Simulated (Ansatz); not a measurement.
# LaTe: the cost of one run

Computed with Ansatz 0.2.0 (DFT PBEsol, frozen-core PAW, scalar-relativistic unless said, unless a step's input says otherwise).

1 further run of the same task is left out (it didn't finish). Runs told in other sessions of the task aren't counted.

### Step 1. The structure to begin with

The structure is cubic, space group Fm-3m (No. 225). The conventional cell has a = 6.436 Å, b = 6.436 Å, c = 6.436 Å, α = 90.00°, β = 90.00°, γ = 90.00°. Around La (site symmetry m-3m) lie 6 Te at 3.22 Å. Te (site symmetry m-3m) is surrounded by 6 La at 3.22 Å.

Coordinates:

```cif
data_structure
_symmetry_space_group_name_H-M 'Fm-3m'
_symmetry_Int_Tables_number 225
_cell_length_a 6.4360
_cell_length_b 6.4360
_cell_length_c 6.4360
_cell_angle_alpha 90.000
_cell_angle_beta 90.000
_cell_angle_gamma 90.000
_cell_volume 266.59
loop_
_atom_site_label
_atom_site_type_symbol
_atom_site_symmetry_multiplicity
_atom_site_Wyckoff_symbol
_atom_site_fract_x
_atom_site_fract_y
_atom_site_fract_z
_atom_site_occupancy
La1 La 4 a 0.00000 0.00000 0.00000 1
Te1 Te 4 b 0.50000 0.00000 0.00000 1
```

Cartesian axes are those of the input's lattice vectors. The structure goes back to a database entry.

### Step 2. Cell and atoms relaxed, PAW

File input.yaml:

```yaml
crystal:
  lattice:
    - [0.0, 3.218, 3.218]
    - [3.218, 0.0, 3.218]
    - [3.218, 3.218, 0.0]
  atoms:
    - { symbol: La, position: [0.0, 0.0, 0.0] }
    - { symbol: Te, position: [0.5, 0.5, 0.5] }
kpoints:
  mp_grid: { grid: [10, 10, 10] }
scf:
  occupations: { method: fermi_dirac, width: 0.1 }
hamiltonian:
  xc: pbesol
  pseudopotentials: { kind: paw }
relax:
  f_tol: 0.002
  max_steps: 80
  cell: {}
output:
  forces: true
  stress: true
```

Run with:

```bash
$ ansatz run input.yaml --threads 1 --pin off --max-ram 3072MiB --backend cpu --events-out ev --progress --plain --runs-dir out
```

**Question.** How long does this run take on 1 thread of Arm Neoverse V1, shared host, and how much memory does it need?

About 16 s, with a peak of 0.38 GiB.
